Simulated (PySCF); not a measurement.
**Gd(OH)3(NH3): other functionals and bases at one geometry**

One table from this session's results is given with a row withheld; the runs are named, their logs left out.

Program: PySCF 2.14.0. Level of theory: several levels, as the steps say, no spin–orbit coupling. These are calculated values, not measurements.

1 further run of the same task is left out (for a known fault of the program).

## The system as given

11 atoms, charge 0, spin multiplicity 1.

Bond lengths: Gd1–O2 2.089 Å, Gd1–O4 2.090 Å, Gd1–O6 2.090 Å, Gd1–N8 2.549 Å, O2–H3 0.956 Å, O4–H5 0.956 Å, O6–H7 0.956 Å, N8–H9 1.021 Å, N8–H10 1.021 Å, N8–H11 1.021 Å. Angles: O2–Gd1–O4 118.6°, O2–Gd1–O6 118.4°, O2–Gd1–N8 97.1°, O4–Gd1–O6 118.6°, O4–Gd1–N8 96.6°, O6–Gd1–N8 97.2°, Gd1–O2–H3 174.1°, Gd1–O4–H5 173.7°, Gd1–O6–H7 174.1°, Gd1–N8–H9 111.6°, Gd1–N8–H10 112.3°, Gd1–N8–H11 111.7°, H9–N8–H10 106.9°, H9–N8–H11 106.9°, H10–N8–H11 107.0°.

Coordinates:

```xyz
11
charge 0, multiplicity 1
Gd    0.1621   -0.2052    0.2546
O     1.2000    1.3286    1.2220
H     1.7156    1.9598    1.7209
O    -1.4290   -1.1210    1.2541
H    -2.0839   -1.5885    1.7701
O     1.1377   -1.2661   -1.2585
H     1.6376   -1.7926   -1.8796
N    -1.2557    1.2783   -1.2575
H    -1.8548    1.9032   -0.7170
H    -0.6868    1.8658   -1.8680
H    -1.8680    0.7276   -1.8604
```

Formal oxidation states: Gd +3. Each metal's 7 4f electrons lie in its core potential, so multiplicities, spins and levels count the valence alone. An earlier session relaxed this geometry at PBE0, Gd lcecp-1-SVP with ECP53, O def2-SVP, H def2-SVP, N def2-SVP (singlet, point group Cs).

At PBE0 on the finer grid: E = -319.625062 Eh, HOMO -6.97 eV, LUMO -0.23 eV, Mulliken charge on Gd1 +0.93 e, largest force component 0.022 eV/Å. 

Levels to run: r2SCAN; BP86; PBE0, TZVP. Hardware: 2 threads of Intel Xeon Platinum 8488C (Sapphire Rapids), shared host.

The first run:

The input, run.py (the lines that set the calculation):

```python
mol = gto.M(atom='''
Gd     0.16207    -0.20522     0.25459
O      1.20002     1.32862     1.22202
H      1.71559     1.95983     1.72088
O     -1.42900    -1.12104     1.25412
H     -2.08393    -1.58846     1.77012
O      1.13766    -1.26609    -1.25845
H      1.63759    -1.79258    -1.87963
N     -1.25570     1.27829    -1.25751
H     -1.85483     1.90324    -0.71701
H     -0.68682     1.86581    -1.86802
H     -1.86800     0.72759    -1.86038''',
    basis={'Gd': 'lcecp-1-SVP', 'O': 'def2-SVP', 'H': 'def2-SVP', 'N': 'def2-SVP'},
    ecp={'Gd': 'lcecp-1-SVP'},
    charge=0, spin=0)
mf = dft.RKS(mol, xc='R2SCAN')
mf.grids.atom_grid = (75, 302)  # f atoms: unpruned, at least (60, 302)
mf = mf.density_fit()  # fitting sets: Gd AutoAux, O def2-universal-JKFIT, H def2-universal-JKFIT, N def2-universal-JKFIT
mf.conv_tol = 1e-08; mf.max_cycle = 55
mf.kernel(dm0)  # dm0: the density of the relaxed state
```

On the command line:

```sh
$ OMP_NUM_THREADS=2 python run.py
```

Steps of the session up to this table: r2SCAN; BP86; PBE0, TZVP.

One table of the session follows, with a row left open; its other results are not shown here.

```
              level  HOMO (eV)  gap (eV)  charge on Gd1 (e)  dipole (D)  largest force component (eV/Å)
PBE0 (relaxed here)      -6.97      6.74               0.93        4.20                            0.02
             r2SCAN      -5.66      5.31               0.89        4.17                            0.11
               BP86          ?         ?                  ?           ?                               ?
         PBE0, TZVP      -7.25      6.80               1.57        4.22                            0.23
```

Estimate the missing values for BP86.

The run gave: HOMO (eV): -5.40; gap (eV): 4.58; charge on Gd1 (e): 0.69; dipole (D): 4.16; largest force component (eV/Å): 0.43. In the column «HOMO (eV)» it is the highest.

In one basis the HOMO–LUMO gap runs from 4.58 eV (BP86) to 6.74 eV (PBE0). The largest leftover force, 0.43 eV/Å with BP86, stands at a geometry relaxed at another level. With 4f in the core, its levels are missing from HOMO and gap, and its count is fixed, so no charge can pass from the ligands into it. Total energies of different levels can't be compared.
